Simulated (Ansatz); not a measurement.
# Hf3SnSe8: the cost of one run

Program: Ansatz 0.2.0. Level of theory: DFT PBE, scalar-relativistic, plane waves, PAW. These are calculated values, not measurements.

## Step 1: The starting structure

The structure is trigonal, space group P-3m1 (No. 164). The conventional cell has a = 3.797 Å, b = 3.797 Å, c = 28.197 Å, α = 90.00°, β = 90.00°, γ = 120.00°. Hf (site symmetry 3m) has 6 Se at 2.69 Å as nearest neighbours. Around Hf (site symmetry -3m) lie 6 Se at 2.69 Å. Around Sn (site symmetry -3m) lie 6 Se at 2.72 Å. Around Se (site symmetry 3m) lie 3 Hf at 2.69 Å. Around Se (site symmetry 3m) lie 3 Sn at 2.72 Å.

As a file:

```cif
data_structure
_symmetry_space_group_name_H-M 'P-3m1'
_symmetry_Int_Tables_number 164
_cell_length_a 3.7973
_cell_length_b 3.7973
_cell_length_c 28.1970
_cell_angle_alpha 90.000
_cell_angle_beta 90.000
_cell_angle_gamma 120.000
_cell_volume 352.11
loop_
_atom_site_label
_atom_site_type_symbol
_atom_site_symmetry_multiplicity
_atom_site_Wyckoff_symbol
_atom_site_fract_x
_atom_site_fract_y
_atom_site_fract_z
_atom_site_occupancy
Hf1 Hf 2 c 0.00000 0.00000 0.75104 1
Hf2 Hf 1 a 0.00000 0.00000 0.00000 1
Sn1 Sn 1 b 0.00000 0.00000 0.50000 1
Se1 Se 2 d 0.33333 0.66667 0.80654 1
Se2 Se 2 d 0.33333 0.66667 0.05551 1
Se3 Se 2 d 0.33333 0.66667 0.30448 1
Se4 Se 2 d 0.33333 0.66667 0.55739 1
```

The start is the relaxed end of an invented cell (made as: elements ordered on the sites of the SnSe2 type, Sn/Hf on Sn (P-3m1, No. 164)), taken up again for a closer look.

## Step 2: Probe: one point on a coarse mesh

File input.yaml:

```yaml
crystal:
  lattice:
    - [3.797286, 0.0, 0.0]
    - [-1.898643, 3.2885461, 0.0]
    - [0.0, 0.0, 28.1970334]
  atoms:
    - { symbol: Hf, position: [0.0, 0.0, 0.75104] }
    - { symbol: Hf, position: [0.0, 0.0, 0.0] }
    - { symbol: Hf, position: [0.0, 0.0, 0.24896] }
    - { symbol: Sn, position: [0.0, 0.0, 0.5] }
    - { symbol: Se, position: [0.3333333, 0.6666667, 0.806544] }
    - { symbol: Se, position: [0.3333333, 0.6666667, 0.055509] }
    - { symbol: Se, position: [0.3333333, 0.6666667, 0.304476] }
    - { symbol: Se, position: [0.3333333, 0.6666667, 0.557388] }
    - { symbol: Se, position: [0.6666667, 0.3333333, 0.944491] }
    - { symbol: Se, position: [0.6666667, 0.3333333, 0.193456] }
    - { symbol: Se, position: [0.6666667, 0.3333333, 0.442612] }
    - { symbol: Se, position: [0.6666667, 0.3333333, 0.695524] }
basis:
  ecutwfc: 420
kpoints:
  mp_grid: { grid: [6, 6, 1] }
hamiltonian:
  xc: pbe
scf:
  occupations: { method: gaussian, width: 0.1 }
  lower_state_search: "off"
output:
  forces: true
  stress: true
  eigenvalues: true
```

Started as:

```
ansatz run input.yaml --threads 4 --pin off --max-ram 8192MiB --backend cpu --events-out ev --progress --plain --runs-dir out
```

**Question.** How long does this run take on 4 threads of Arm Neoverse V1, shared host, and how much memory does it need?

About 5.9 s, with a peak of 1.3 GiB.
